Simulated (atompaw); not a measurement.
# Pseudopotential generation for vanadium: PAW (atompaw), PBE

Aim: build the potential from the settings below, then test how well it stands in for the atom: scattering, ghost states and the plane-wave cutoff that it needs.

Program: atompaw 4.2.0.5. Reference atom: PBE, scalar-relativistic, spherical and spin-unpolarised. All values are calculated.

## Step 1: The atom and the settings

The settings as typed:

```json
{
 "element": "vanadium (V, Z = 23)",
 "type": "PAW",
 "frozen core": "[Ne] 3s2",
 "valence charge": "11",
 "reference configuration": "3p6 3d3 4s2 4p0",
 "partial waves": "4s (bound): rc 2.70 bohr; 4s channel at 0.7 Ry: rc 2.70 bohr; 3p (bound): rc 1.50 bohr; 4p (bound, empty): rc 1.80 bohr; 3d (bound): rc 2.70 bohr; 3d channel at 0.95 Ry: rc 2.70 bohr",
 "local potential": "vpsmatchnc scheme with l = 3 at 0 Ry, radius 1.80 bohr",
 "core correction": "smooth core density matched at 2.00 bohr",
 "augmentation charge": "sinc compensation charge, radius 2.10 bohr; PAW radius 2.70 bohr; waves and projectors: custom polynom vanderbiltortho"
}
```

## Step 2: Generation

Contents of V.input:

```
V 23
GGA-PBE scalarrelativistic loggrid 1500 logderivrange -5 5 251
4 4 3 0 0 0
4 1 0
3 2 3
0 0 0
c
c
c
v
c
v
v
v
2
2.70 2.10 1.80 2.00
y
0.7
n
n
y
0.95
n
custom polynom vanderbiltortho sinc
3 0 vpsmatchnc
2.70
2.70
1.50
1.80
2.70
2.70
PWSCFOUT
UPFDX 0.0125d0 UPFXMIN -7.d0 UPFZMESH 23.d0
END
```

Started as:

```
atompaw < V.input > V.log
```

**Question.** What will these runs give? Wanted: cutoffs for 10 and 1 mRy, occupied levels; bound ghosts; largest phase difference near zero energy, channels read; lowest eigenvalue of the overlap; share of valence orbitals outside the PAW sphere; UPF file.

The runs gave:

```
                                                quantity                             value
               cutoffs for 10 and 1 mRy, occupied levels                   35 Ry and 70 Ry
                                            bound ghosts                   s at -607.35 eV
largest phase difference near zero energy, channels read                         0.004 rad
         lowest eigenvalue of the overlap (Bessel basis)                         0.040 (s)
        share of valence orbitals outside the PAW sphere  4s 66 %, 3p 0 %, 4p 87 %, 3d 9 %
                                                UPF file                           written
```

What this shows: It has a bound ghost (s), a state that the atom doesn't have, and that rules the file out. Close by lies the frozen 2s level (-602.6 eV). It counts as soft on the atom at that tolerance, with 35 Ry needed at the looser tolerance. The slowest occupied level is 3p: taken alone it needs 50 Ry to come within 1 mRy, against 15 Ry for 3d. Near zero energy the phases of the channels with partial waves agree within 0.004 rad. All of this concerns the isolated atom, not yet a solid.
